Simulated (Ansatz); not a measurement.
**AlH5O (Al(H2O)H3): B2PLYP/STO-3G**

What is the electronic atomisation energy of AlH5O (Al(H2O)H3) at B2PLYP/STO-3G? 

The calculation is run with Ansatz 0.2.0.

53 further runs of the same task are left out: 1 that didn't finish, 52 set aside as unsound or not needed.

### Step 1. The structure to begin with

AlH5O has 7 atoms, charge 0, and is taken as a singlet. As SMILES, `[H][Al]([H])([H])<-[OH2]`. The shape comes from GFN2-xTB, which is rough for such elements, and wasn't checked as a minimum.

Bond lengths: Al1–O2 1.891 Å, O2–H3 0.965 Å, O2–H4 0.964 Å, Al1–H5 1.572 Å, Al1–H6 1.570 Å, Al1–H7 1.574 Å. Angles: Al1–O2–H3 124.8°, Al1–O2–H4 123.3°, O2–Al1–H5 95.5°, O2–Al1–H6 100.8°, O2–Al1–H7 95.1°, H3–O2–H4 111.4°, H5–Al1–H6 117.6°, H5–Al1–H7 120.1°, H6–Al1–H7 117.8°.

### Step 2. The energy at B2PLYP/STO-3G

The input, job.yaml:

```yaml
crystal:
  periodic: [false, false, false]
  atoms:
    - {symbol: Al, position_ang: [0.038170, -0.063310, -0.878000]}
    - {symbol: O, position_ang: [-0.024940, 0.038110, 1.009060]}
    - {symbol: H, position_ang: [-0.734700, -0.319470, 1.555830]}
    - {symbol: H, position_ang: [0.587960, 0.568180, 1.531290]}
    - {symbol: H, position_ang: [1.607200, -0.040110, -0.978390]}
    - {symbol: H, position_ang: [-0.735740, 1.245780, -1.269530]}
    - {symbol: H, position_ang: [-0.737950, -1.429180, -0.970260]}
basis:
  gaussian:
    orbitals: STO-3G
accuracy: high
hamiltonian:
  xc: {name: B2PLYP}
correlation:
  frozen_orbitals: {Al: 5, H: 0, O: 1}
```

On the command line:

```
$ ansatz run job.yaml --threads 1 --pin off --max-ram 2610MiB --events-out events.jsonl --progress --plain --runs-dir runs
```

Output:

```text
Warning: RAYON_NUM_THREADS=1 ignored (pool sized by the plan → 1); use --threads N
Functional definition: B2PLYP
  name "B2PLYP"
  parameter a = 0.53
  parameter c = 0.27
  exchange = (1 - a)*b88_x + a*exact_x
  correlation = (1 - c)*lyp_c + c*(mp2_os + mp2_ss)
336 factors; integrals over basis functions are off by at most 4.7e-9 eV
mean field evaluation 1: about -8608.0108 eV, gradient 1.5e1 eV
mean field evaluation 2: about -8608.0051 eV, gradient 1.5e1 eV
mean field evaluation 4: about -8608.8433 eV, gradient 5.6e-1 eV
mean field evaluation 8: about -8608.8435 eV, gradient 1.3e-3 eV
mean field evaluation 16: about -8608.8435 eV, gradient 4.7e-8 eV
mean field -8608.84352784 eV, -316.3691643643 hartree, gradient 4.7e-8 eV, S^2 0.000000; 0 other end points of the search recorded, 0 dependent functions left out
6 core orbitals not correlated: weight in the atoms' cores, before any rotation towards them, 0.999 or more for the frozen orbitals, at most 0.000 for the correlated occupied ones
reference -8608.84354707 eV, -316.3691650709 hartree; 7, 7 occupied and 6, 6 virtual orbitals, 336 factors
second order -2.59573969 eV of doubles, -0.00000000 eV of singles
Total energy: -8609.54439678 eV, -316.3949208229 hartree
```

Wall time 1.6 s (1 thread of Arm Neoverse V2, shared host); peak memory 0.1 GiB.

### Step 3. The Al atom at the same level

The input, input.yaml:

```yaml
crystal:
  periodic: [false, false, false]
  atoms:
    - symbol: Al
      position_ang: [0.000000, 0.000000, 0.000000]
basis:
  gaussian:
    orbitals: STO-3G
hamiltonian:
  xc: {name: B2PLYP}
accuracy: high
correlation:
  frozen_orbitals: {Al: 5}
magnetization:
  spin_polarized: true
  initial_magnetization: 1
```

Run the same way, it converges to -239.20011 Eh (log not shown).

### Step 4. The H atom at the same level

The input, in.yaml:

```yaml
crystal:
  periodic: [false, false, false]
  atoms:
    - symbol: H
      position_ang: [0.000000, 0.000000, 0.000000]
basis:
  gaussian: {orbitals: STO-3G}
magnetization: {spin_polarized: true, initial_magnetization: 1}
hamiltonian: {xc: {name: B2PLYP}}
correlation: {frozen_orbitals: {H: 0}}
accuracy: high
```

Run the same way, it converges to -0.46478 Eh (log not shown).

### Step 5. The O atom

The input, molecule.yaml:

```yaml
crystal:
  periodic: [false, false, false]
  atoms:
    - symbol: O
      position_ang: [0.000000, 0.000000, 0.000000]
basis:
  gaussian:
    orbitals: STO-3G
magnetization:
  spin_polarized: true
  initial_magnetization: 2
accuracy: high
hamiltonian:
  xc: {name: B2PLYP}
correlation:
  frozen_orbitals: {O: 1}
```

On the command line:

```
$ ansatz run molecule.yaml --threads 1 --pin off --max-ram 2610MiB --events-out events.jsonl --progress --plain --runs-dir runs
```

Output, cut to the lines that bear on the results:

```text
Warning: RAYON_NUM_THREADS=1 ignored (pool sized by the plan → 1); use --threads N
[... 6 set-up lines as earlier in the session ...]
15 factors; integrals over basis functions are off by at most 1.1e-9 eV
mean field evaluation 1: about -2012.7424 eV, gradient 6.0e-12 eV
mean field evaluation 2: about -2012.7429 eV, gradient 5.9e-12 eV
mean field -2012.74293129 eV, -73.9669384388 hartree, gradient 0.0e0 eV, S^2 2.000000; 0 other end points of the search recorded, 0 dependent functions left out
1 core orbitals not correlated: weight in the atoms' cores, before any rotation towards them, 1.000 or more for the frozen orbitals, at most 0.000 for the correlated occupied ones
reference -2012.74293782 eV, -73.9669386789 hartree; 4, 2 occupied and 0, 2 virtual orbitals, 15 factors
second order 0.00000000 eV of doubles, 0.00000000 eV of singles
Total energy: -2012.74293782 eV, -73.9669386789 hartree
```

Run time: 0.16 s. Hardware: 1 thread of Arm Neoverse V2, shared host.

### Step 6. Summary of results

At B2PLYP/STO-3G, 6 core orbitals frozen:

| quantity | value |
| --- | --- |
| molecule: total energy | -316.39492 Eh |
| Al atom: total energy | -239.20011 Eh |
| Al atom: ⟨S²⟩ | 0.750 |
| H atom: total energy | -0.46478 Eh |
| H atom: ⟨S²⟩ | 0.750 |
| O atom: total energy | -73.96694 Eh |
| O atom: ⟨S²⟩ | 2.000 |
| electronic atomisation energy | 24.599 eV |

What this shows: Taking the molecule apart into free atoms costs 24.60 eV (567 kcal/mol), before zero-point energy and without spin-orbit coupling. In a minimal basis such a difference can be off by several eV, whatever the method.
